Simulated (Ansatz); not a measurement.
# C2H7NSeSn: inversion of the pyramid at N1, part 2 of 2

How high is the barrier for the inversion of the pyramid at N1? Relax the two ends, then run a nudged elastic band between them. SMILES of the start: [NH2][SnH]1[CH2][Se][CH2]1.

Ansatz 0.2.0; RKS PBE-D4/def2-SVP. Earlier steps stand in the parts before.

### Step 7. Frequencies at the highest image

The geometry is the highest inner image of the first converged band.

The input, input.yaml:

```yaml
crystal:
  periodic: [false, false, false]
  atoms:
    - { symbol: "N", position_ang: [-1.890687, 0.418154, 1.07532] }
    - { symbol: Sn, position_ang: [-0.234715, -0.585325, 0.476388] }
    - { symbol: C, position_ang: [1.617742, 0.606125, 0.475246] }
    - { symbol: Se, position_ang: [1.79568, 0.528482, -1.503666] }
    - { symbol: C, position_ang: [0.1345, -0.547507, -1.69466] }
    - { symbol: H, position_ang: [-2.562821, 0.034058, 1.738592] }
    - { symbol: H, position_ang: [-2.135723, 1.351449, 0.746216] }
    - { symbol: H, position_ang: [-0.298956, -2.096101, 1.323268] }
    - { symbol: H, position_ang: [1.485579, 1.644289, 0.839144] }
    - { symbol: H, position_ang: [2.479986, 0.13768, 0.989858] }
    - { symbol: H, position_ang: [-0.642499, -0.010933, -2.274367] }
    - { symbol: H, position_ang: [0.328814, -1.535471, -2.157136] }
basis:
  gaussian: { orbitals: def2-SVP }
hamiltonian:
  xc: pbe
  dispersion: d4
phonons: {}
```

Started as:

```
$ ansatz run input.yaml --threads 2 --pin off --max-ram 3072MiB --backend cpu --events-out ev --progress --plain --runs-dir out
```

Standard output, cut to the lines that bear on the results:

```text
Warning: RAYON_NUM_THREADS=2 ignored (pool sized by the plan → 2); use --threads N
[...]
Functional definition: PBE
[...]
1531 factors; their error is unknown
[...]
mean field -74832.74159985 eV, -2750.0525303405 hartree, gradient 5.7e-5 eV, S^2 0.000000; 0 other end points of the search recorded, 0 dependent functions left out
[...]
reference -74832.74164215 eV, -2750.0525318948 hartree; 41, 41 occupied and 94, 94 virtual orbitals, 1531 factors
[...]
1531 factors; their error is unknown
mean field -74832.74143945 eV, -2750.0525244458 hartree, gradient 9.4e-7 eV, S^2 0.000000; 0 other end points of the search recorded, 0 dependent functions left out
[...]
reference -74832.74148175 eV, -2750.0525260003 hartree; 41, 41 occupied and 94, 94 virtual orbitals, 1531 factors
[...]
1531 factors; their error is unknown
[...]
mean field -74832.74152467 eV, -2750.0525275775 hartree, gradient 8.8e-7 eV, S^2 0.000000; 0 other end points of the search recorded, 0 dependent functions left out
[...]
WARN: phonons: modes at or below zero, which the zero-point energy, F, S and C_V leave out: 1, the lowest at -385.23 cm⁻¹. A minimum has none, and a first-order saddle one
[...]
Atom 4 at     0.134500    -0.547507    -1.694660 Å, force    -0.005225    -0.000776     0.003034 eV/Å
Atom 5 at    -2.562821     0.034058     1.738592 Å, force    -0.005862     0.009537    -0.001424 eV/Å
Atom 6 at    -2.135723     1.351449     0.746216 Å, force    -0.005191     0.006122     0.000103 eV/Å
Atom 7 at    -0.298956    -2.096101     1.323268 Å, force     0.004266     0.000305    -0.002905 eV/Å
Atom 8 at     1.485579     1.644289     0.839144 Å, force     0.001243     0.001072    -0.000424 eV/Å
Atom 9 at     2.479986     0.137680     0.989858 Å, force     0.004538     0.004575    -0.004626 eV/Å
Atom 10 at    -0.642499    -0.010933    -2.274367 Å, force     0.000542     0.000169    -0.001212 eV/Å
Atom 11 at     0.328814    -1.535471    -2.157136 Å, force     0.003911     0.003775    -0.005771 eV/Å
Dipole moment:    -0.373886    -0.059370     0.286880 e Å
Vibrations: -385.23 28.33 123.54 141.99 207.99 217.36 466.31 476.11 501.52 514.45 565.75 608.70 621.19 659.15 660.32 718.18 905.05 932.14 970.50 995.70 1343.17 1358.23 1444.30 1828.06 3006.79 3006.95 3085.13 3085.40 3520.57 3642.69 cm⁻¹, zero-point energy 2.209124 eV
```

Wall time 2.1 min (2 threads of Arm Neoverse V2, shared host); peak memory 0.2 GiB.

Of 30 modes, 1 is imaginary by more than 30 cm⁻¹ (385i cm⁻¹).

### Step 8. The band again, with other settings

crystal.atoms is end A as relaxed above, and neb.final_atoms is end B, turned to lie on A. With 6 inner images the band has 8 in all.

The input, input.yaml:

```yaml
crystal:
  periodic: [false, false, false]
  atoms:
    - { symbol: "N", position_ang: [-1.703879, 0.557721, 1.4085] }
    - { symbol: Sn, position_ang: [-0.210069, -0.573979, 0.539619] }
    - { symbol: C, position_ang: [1.633929, 0.597307, 0.374964] }
    - { symbol: Se, position_ang: [1.636649, 0.51406, -1.614461] }
    - { symbol: C, position_ang: [-0.008977, -0.599832, -1.662062] }
    - { symbol: H, position_ang: [-2.595369, 0.048978, 1.477343] }
    - { symbol: H, position_ang: [-1.892333, 1.417714, 0.876228] }
    - { symbol: H, position_ang: [-0.21112, -2.083341, 1.393402] }
    - { symbol: H, position_ang: [1.541622, 1.637007, 0.746209] }
    - { symbol: H, position_ang: [2.536785, 0.125411, 0.809327] }
    - { symbol: H, position_ang: [-0.829908, -0.0978, -2.210977] }
    - { symbol: H, position_ang: [0.179571, -1.598347, -2.103891] }
basis:
  gaussian: { orbitals: def2-SVP }
hamiltonian:
  xc: pbe
  dispersion: d4
neb:
  order_check: false
  images: 6
  f_tol: 0.05
  max_iterations: 60
  initial_path: idpp
  climbing: false
  final_atoms:
    - { symbol: "N", position_ang: [-2.01466198, 0.32876952, 1.03815497] }
    - { symbol: Sn, position_ang: [-0.24524614, -0.58790933, 0.49326988] }
    - { symbol: C, position_ang: [1.62187585, 0.59185046, 0.39764661] }
    - { symbol: Se, position_ang: [1.7316123, 0.43127876, -1.58070779] }
    - { symbol: C, position_ang: [0.01589212, -0.57425702, -1.68212767] }
    - { symbol: H, position_ang: [-2.15333728, 0.3392656, 2.05757609] }
    - { symbol: H, position_ang: [-2.05760933, 1.30719335, 0.72292663] }
    - { symbol: H, position_ang: [-0.21744577, -2.09748468, 1.34489185] }
    - { symbol: H, position_ang: [1.51704387, 1.64684262, 0.71935766] }
    - { symbol: H, position_ang: [2.49702524, 0.13414857, 0.89984119] }
    - { symbol: H, position_ang: [-0.76560555, -0.00647279, -2.2246472] }
    - { symbol: H, position_ang: [0.14735768, -1.56832606, -2.15198123] }
```

Started as:

```
$ ansatz run input.yaml --threads 2 --pin off --max-ram 3072MiB --backend cpu --events-out ev --progress --plain --runs-dir out
```

Standard output, cut to the lines that bear on the results:

```text
Warning: RAYON_NUM_THREADS=2 ignored (pool sized by the plan → 2); use --threads N
[...]
Functional definition: PBE
[...]
1531 factors; their error is unknown
[...]
mean field -74832.80807487 eV, -2750.0549732524 hartree, gradient 2.1e-5 eV, S^2 0.000000; 0 other end points of the search recorded, 0 dependent functions left out
[...]
reference -74832.80811771 eV, -2750.0549748267 hartree; 41, 41 occupied and 94, 94 virtual orbitals, 1531 factors
1531 factors; their error is unknown
[...]
mean field -74832.80906064 eV, -2750.0550094787 hartree, gradient 2.2e-5 eV, S^2 0.000000; 0 other end points of the search recorded, 0 dependent functions left out
[...]
reference -74832.80910305 eV, -2750.0550110371 hartree; 41, 41 occupied and 94, 94 virtual orbitals, 1531 factors
NEB end point (image 0): max|allowed force component| = 1.421e-2 eV/Å (the criterion of neb.relax_end_points is 1.000e-2)
[...]
1531 factors; their error is unknown
mean field -74832.78848310 eV, -2750.0542532680 hartree, gradient 1.8e-5 eV, S^2 0.000000; 0 other end points of the search recorded, 0 dependent functions left out
[...]
reference -74832.78852553 eV, -2750.0542548273 hartree; 41, 41 occupied and 94, 94 virtual orbitals, 1531 factors
NEB iter   1: max|band force component| = 9.035e-1 eV/Å  barrier→ = 0.0922 eV  barrier← = 0.0923 eV  Δτ_max = 0.0765 Å  (238 SCF iters)
[...]
NEB iter   2: max|band force component| = 2.714e-1 eV/Å  barrier→ = 0.0659 eV  barrier← = 0.0661 eV  Δτ_max = 0.0796 Å  (184 SCF iters)
[...]
NEB iter   3: max|band force component| = 3.364e-1 eV/Å  barrier→ = 0.0636 eV  barrier← = 0.0638 eV  Δτ_max = 0.0384 Å  (180 SCF iters)
[...]
1531 factors; their error is unknown
mean field -74832.80645153 eV, -2750.0549135958 hartree, gradient 8.5e-6 eV, S^2 0.000000; 0 other end points of the search recorded, 0 dependent functions left out
[...]
reference -74832.80649443 eV, -2750.0549151722 hartree; 41, 41 occupied and 94, 94 virtual orbitals, 1531 factors
[...]
```

### Step 9. More of the same log: band between the two ends

The log, continued, cut to the lines that bear on the results:

```text
1531 factors; their error is unknown
mean field -74832.79460384 eV, -2750.0544782010 hartree, gradient 2.6e-5 eV, S^2 0.000000; 0 other end points of the search recorded, 0 dependent functions left out
[...]
reference -74832.79464651 eV, -2750.0544797691 hartree; 41, 41 occupied and 94, 94 virtual orbitals, 1531 factors
[...]
1531 factors; their error is unknown
[...]
mean field -74832.75175275 eV, -2750.0529034525 hartree, gradient 2.0e-5 eV, S^2 0.000000; 0 other end points of the search recorded, 0 dependent functions left out
[...]
reference -74832.75179520 eV, -2750.0529050127 hartree; 41, 41 occupied and 94, 94 virtual orbitals, 1531 factors
[...]
1531 factors; their error is unknown
mean field -74832.74857906 eV, -2750.0527868217 hartree, gradient 2.0e-5 eV, S^2 0.000000; 0 other end points of the search recorded, 0 dependent functions left out
[...]
Atom 3 at     1.804271     0.538269    -1.487128 Å, force     0.008596    -0.007601     0.003647 eV/Å
Atom 4 at     0.148262    -0.544000    -1.691266 Å, force    -0.000225     0.000404     0.003885 eV/Å
Atom 5 at    -2.558285     0.035341     1.738797 Å, force     0.033846     0.034100     0.048451 eV/Å
Atom 6 at    -2.126057     1.351768     0.752790 Å, force     0.020601     0.017090     0.036102 eV/Å
Atom 7 at    -0.300169    -2.101168     1.315004 Å, force     0.002940    -0.000029    -0.002602 eV/Å
Atom 8 at     1.475567     1.649822     0.854899 Å, force     0.005871     0.005881     0.000274 eV/Å
Atom 9 at     2.472042     0.144823     1.010205 Å, force     0.004814     0.005907    -0.001631 eV/Å
Atom 10 at    -0.626990    -0.008763    -2.274664 Å, force     0.000023    -0.000541     0.005403 eV/Å
Atom 11 at     0.350488    -1.529112    -2.156321 Å, force     0.003457     0.003236    -0.001785 eV/Å
Dipole moment:    -0.337946    -0.035268     0.332709 e Å
this run last wrote the band of iteration 6 to <dir>
```

It took 2 min on 2 threads of Arm Neoverse V2, shared host; peak memory 0.2 GiB.

### Step 10. Images and barrier

Images 0 and 7 are the ends. Energies count from image 0; the path length is the program's own measure over all atoms.

```
image  path (Å)  energy (eV)  sum of angles at N1 (°)  band force (eV/Å)
    0     0.000       0.0000                    331.3                  -
    1     0.197       0.0018                    331.8              0.032
    2     0.393       0.0116                    339.5              0.021
    3     0.589       0.0543                    356.8              0.023
    4     0.785       0.0596                    358.2              0.008
    5     0.981       0.0165                    342.6              0.007
    6     1.177       0.0021                    332.4              0.014
    7     1.372      -0.0002                    331.3                  -
```

image, energy (eV) and a bar:
```
        0      0.000 
        1      0.002 #
        2      0.012 ######
        3      0.054 ###########################
        4      0.060 ##############################
        5      0.017 ########
        6      0.002 #
        7      0.000
```

### Step 11. Summary of results

What follows sums up all 2 parts.

| quantity | value |
| --- | --- |
| end A | 7 moves, 0.749 eV lower |
| end B | 11 moves, 0.728 eV lower |
| first band: barrier forwards | 0.066 eV |
| first band: barrier backwards | 0.066 eV |
| first band: second end relative to first | 0.000 eV |
| first band: highest image | 3 of 0 to 6, climbing |
| first band: band iterations | 6 |
| imaginary modes at the top | 385i cm⁻¹ |
| second band | top 0.060 eV above image 0, 6 iterations, 6 inner images, none climbing |
| time, first and second band | 97 s and 2 min |

What this shows: In the first band: the barrier from the first end is 0.066 eV, 2.6 times kT at 300 K. Both ends agree in energy to 1 meV. One imaginary mode, as a first-order saddle point has. The second band's top lies 7 meV below the first's, as a band that doesn't climb stops under the top. Zero-point energy and entropy are left out. Tunnelling, which matters where hydrogen moves, is missing too.
